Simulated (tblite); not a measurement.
# C5H10B3N: the cost of one run

The runs use tblite 0.8.0 and PySCF 2.14.0, with density-fitted response routines of our own; the level of theory stands in each step. All values are computed, except where a source is named. Atoms are numbered from 0 throughout.

**1. The molecule as given**

19 atoms, charge 0, multiplicity 1; geometry from: force field or distance geometry start.

Bonds of the start (Å): C0–B1 1.57, B1–C2 1.59, C2–C3 1.34, C3–B4 1.58, B4–B5 1.66, B5–N6 1.52, B4–C7 1.58, C7–C8 1.35, C8–B1 1.58, C0–H9 1.11, C0–H10 1.11, C0–H11 1.11, C2–H12 1.10, C3–H13 1.09, B5–H14 1.19, N6–H15 1.04, N6–H16 1.04, C7–H17 1.09, C8–H18 1.08.

**2. Geometry optimisation with GFN2-xTB**

Job settings and geometry (Å):

```
{"job": {"kind": "relax", "xc": "GFN2-xTB", "basis": "xTB"}, "charge": 0, "multiplicity": 1}
C     -3.384600    -0.199600    -0.130600
B     -1.822600    -0.126500     0.055700
C     -1.150100     0.937800     1.025100
C      0.175400     1.081600     1.098600
B      1.145100     0.175100     0.247700
B      2.791000     0.348100     0.350400
N      3.724200    -0.521100    -0.484100
C      0.493000    -0.863600    -0.742300
C     -0.843800    -1.003400    -0.830100
H     -3.698200    -1.225500    -0.416600
H     -3.904700     0.072800     0.816800
H     -3.699100     0.511300    -0.924000
H     -1.806200     1.580700     1.631100
H      0.602400     1.815200     1.775200
H      3.243100     1.141900     1.116400
H      4.700400    -0.251200    -0.228000
H      3.576100    -0.259000    -1.477500
H      1.123200    -1.490600    -1.371800
H     -1.274400    -1.714800    -1.519500
```

Run with:

```bash
> OMP_NUM_THREADS=1 python probes_run.py task.json out
```

This one command runs all jobs of the session in turn.

**Question.** How long does this first job take on 1 thread of Arm Neoverse N1, shared host?

About 2.4 s.
